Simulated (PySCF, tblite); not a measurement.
# C4H15NOSi2: geometry, infrared bands and NMR shifts

Aim: predict the infrared bands and NMR shifts of C4H15NOSi2 (`CC(C)[Si@@](C)(O)[SiH2]N`).

Programs: tblite 0.8.0 and PySCF 2.14.0, with density-fitted response routines of our own. Each step states its level of theory. These are calculated values for one molecule in the gas phase, unless marked as measured. Atoms count from 0, in the outputs and in this text.

**1. Starting geometry**

23 atoms, charge 0, multiplicity 1; geometry from: force field or distance geometry start.

Bonds of the start (Å): C0–C1 1.52, C1–C2 1.54, C1–Si3 1.86, Si3–C4 1.88, Si3–O5 1.71, Si3–Si6 2.24, Si6–N7 1.79, C0–H8 1.10, C0–H9 1.10, C0–H10 1.13, C1–H11 1.11, C2–H12 1.11, C2–H13 1.11, C2–H14 1.12, C4–H15 1.11, C4–H16 1.11, C4–H17 1.11, O5–H18 0.99, Si6–H19 1.46, Si6–H20 1.48, N7–H21 1.06, N7–H22 1.04.

**2. Geometry optimisation with GFN2-xTB**

What the job is given:

```
{"job": {"kind": "relax", "xc": "GFN2-xTB", "basis": "xTB"}, "charge": 0, "multiplicity": 1}
C      1.789300    -0.471100    -1.034700
C      1.225000     0.577900    -0.096400
C      2.223300     0.918500     1.020000
Si    -0.409000    -0.008100     0.576000
C     -0.452200    -1.872800     0.368000
O     -0.688000     0.461800     2.192600
Si    -1.987500     0.968900    -0.671000
N     -3.442000    -0.058700    -0.797900
H      2.615900    -0.019800    -1.604900
H      2.177400    -1.324800    -0.455300
H      1.011300    -0.799400    -1.780900
H      1.052300     1.491800    -0.693700
H      2.329700     0.084900     1.747300
H      3.227100     1.088100     0.570000
H      1.908600     1.855100     1.539600
H     -1.459100    -2.295600     0.542400
H     -0.144000    -2.068000    -0.683200
H      0.253700    -2.368300     1.064500
H      0.127400     0.536500     2.749400
H     -1.415800     1.308500    -1.971700
H     -2.402300     2.199800     0.048700
H     -4.266000     0.552400    -1.049600
H     -3.279700    -0.730500    -1.568900
```

On the command line:

```bash
$ OMP_NUM_THREADS=1 python probes_run.py task.json out
```

This one command runs all jobs of the session in turn.

**Question.** This job is followed by: GFN2-xTB harmonic vibrations, gas phase; GIAO PBE0/pcSseg-1 NMR shielding, non-relativistic, gas phase. Predict these results of the whole session: strongest single infrared mode (GFN2-xTB); zero-point energy (GFN2-xTB); 13C shifts against TMS (PBE0/pcSseg-1); 1H shifts against TMS (PBE0/pcSseg-1, means over atoms taken as alike); 29Si shifts against TMS (PBE0/pcSseg-1); 17O shifts against H2O (PBE0/pcSseg-1); 15N shifts against NH3 (PBE0/pcSseg-1).

The runs gave:

| quantity | value |
| --- | --- |
| strongest single infrared mode (GFN2-xTB) | 2076 cm⁻¹, 423 km/mol |
| zero-point energy (GFN2-xTB) | 116.5 kcal/mol |
| 13C shifts against TMS (PBE0/pcSseg-1) | 23.4, 19.0, 18.9, -2.3 ppm |
| 1H shifts against TMS (PBE0/pcSseg-1, means over atoms taken as alike) | 5.12, 4.92, 1.07, 1.07, 1.02, 0.95, 0.21, -0.46 ppm |
| 29Si shifts against TMS (PBE0/pcSseg-1) | 16.4, -55.2 ppm |
| 17O shifts against H2O (PBE0/pcSseg-1) | 30.2 ppm |
| 15N shifts against NH3 (PBE0/pcSseg-1) | -1.3 ppm |

What this shows: Relaxing lowered the energy by 0.781 eV in 262 steps; the close pair that moved most is C1–Si3, from 1.862 to 1.932 Å. No mode is imaginary among the 63: a minimum at this level. The strongest single mode, at 2076 cm⁻¹, moves mainly H19. GFN2-xTB is a fitted tight-binding method: band positions and strengths are rough. Its intensities can rank the bands wrongly. At PBE0/pcSseg-1: The widest tensor belongs to Si6: span 112 ppm, with a paramagnetic part of -476 ppm.
